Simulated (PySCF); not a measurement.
**CISD/STO-6G run of [SiF3]− (SMILES F[Si-](F)F)**

What is the energy change on altering one bond length of [SiF3]− at CISD/STO-6G? Input form: a Python script.

Program for the calculation: PySCF 2.14.0.

7 further runs of the same task are left out: 7 set aside as unsound or not needed.

## (1) Starting point

[SiF3]− has 4 atoms, charge -1, and is taken as a singlet. SMILES: `F[Si-](F)F`. Geometry: relaxed at GFN2-xTB.

Bond lengths: Si1–F2 1.693 Å, Si1–F3 1.696 Å, Si1–F4 1.697 Å. Angles: F2–Si1–F3 93.7°, F2–Si1–F4 93.6°, F3–Si1–F4 93.7°.

## (2) A single-point energy at CISD/STO-6G

Contents of calc.py:

```python
from pyscf import gto, ci

mol = gto.M(
    atom=[
    ('Si', (-0.004470, 0.005770, 0.685050)),
    ('F', (1.428310, -0.030960, -0.216950)),
    ('F', (-0.687310, 1.250250, -0.242810)),
    ('F', (-0.736530, -1.225060, -0.225300)),
],
    max_memory=1860,
    verbose=3,
    basis='sto-6g',
    charge=-1,
    spin=0,
)

myscf = mol.RHF()
myscf.conv_tol = 1e-10
myscf.kernel()
if not myscf.converged:
    myscf = myscf.newton().run(myscf.mo_coeff, myscf.mo_occ)

cisd = ci.CISD(myscf, frozen=8)
cisd.kernel()
e_final = cisd.e_tot
print('Final energy', e_final)
```

Run with:

```sh
$ OMP_NUM_THREADS=1 python calc.py
```

What it wrote:

```text
converged SCF energy = -584.669830073337
E(RCISD) = -584.7416141864705  E_corr = -0.07178411313400712
Final energy -584.7416141864705
```

Run time: 1.1 s. Hardware: 1 thread of Arm Neoverse V1, shared host; peak memory 0.12 GiB.

## (3) The distorted shape at the same level

Contents of calc.py:

```python
from pyscf import gto, scf, ci

molecule = gto.Mole()
molecule.atom = '''
Si  -0.720867   0.024135   1.136054
F    1.428310  -0.030960  -0.216950
F   -1.403707   1.268615   0.208194
F   -1.452927  -1.206695   0.225704
'''
molecule.charge = -1
molecule.verbose = 3
molecule.max_memory = 1860
molecule.spin = 0
molecule.basis = 'sto-6g'
molecule.build()

mf = scf.RHF(molecule)
mf.conv_tol = 1e-10
mf.kernel()
if not mf.converged:
    mf = mf.newton().run(mf.mo_coeff, mf.mo_occ)

cisd = ci.CISD(mf, frozen=8)
cisd.kernel()
e_tot = cisd.e_tot
print('E = %.10f Eh' % e_tot)
```

Run with:

```sh
$ OMP_NUM_THREADS=1 python calc.py
```

What it wrote:

```text
converged SCF energy = -584.508567863683
E(RCISD) = -584.6135828418378  E_corr = -0.105014978154921
E = -584.6135828418 Eh
```

Run time: 1 s. Hardware: 1 thread of Arm Neoverse V1, shared host; peak memory 0.1 GiB.

## (4) What came out

At CISD/STO-6G, 8 core orbitals frozen:

| quantity | value |
| --- | --- |
| first shape: total energy | -584.74161 Eh |
| first shape: HOMO energy (Hartree–Fock orbitals) | 2.19 eV |
| first shape: LUMO energy (Hartree–Fock orbitals) | 21.13 eV |
| first shape: HOMO–LUMO gap (to an unbound level, set by the basis) | 18.94 eV |
| first shape: correlation energy (8 core orbitals frozen) | -71.8 mEh |
| distorted shape: total energy | -584.61358 Eh |
| distorted shape: HOMO energy (Hartree–Fock orbitals) | 3.15 eV |
| distorted shape: LUMO energy (Hartree–Fock orbitals) | 14.21 eV |
| distorted shape: HOMO–LUMO gap (to an unbound level, set by the basis) | 11.07 eV |
| distorted shape: correlation energy (8 core orbitals frozen) | -105.0 mEh |
| energy change with the Si1–F2 bond stretched from 1.693 to 2.540 Å | 3.484 eV |

With the Si1–F2 bond stretched from 1.693 to 2.540 Å the energy rises by 3.48 eV (336 kJ/mol). The first shape isn't relaxed at this level, so the change isn't measured from a minimum. The minimal basis adds a large error of its own. The HOMO (first shape) lies at positive energy, 2.19 eV: the electron is unbound at this level or held by a compact basis; values depend on the basis. Mulliken charges (distorted shape) of the mean-field density run from -0.59 on F2 to +0.45 on Si1; they depend strongly on the basis. The HOMO (distorted shape) lies at positive energy, 3.15 eV: the electron is unbound at this level or held by a compact basis; values depend on the basis.
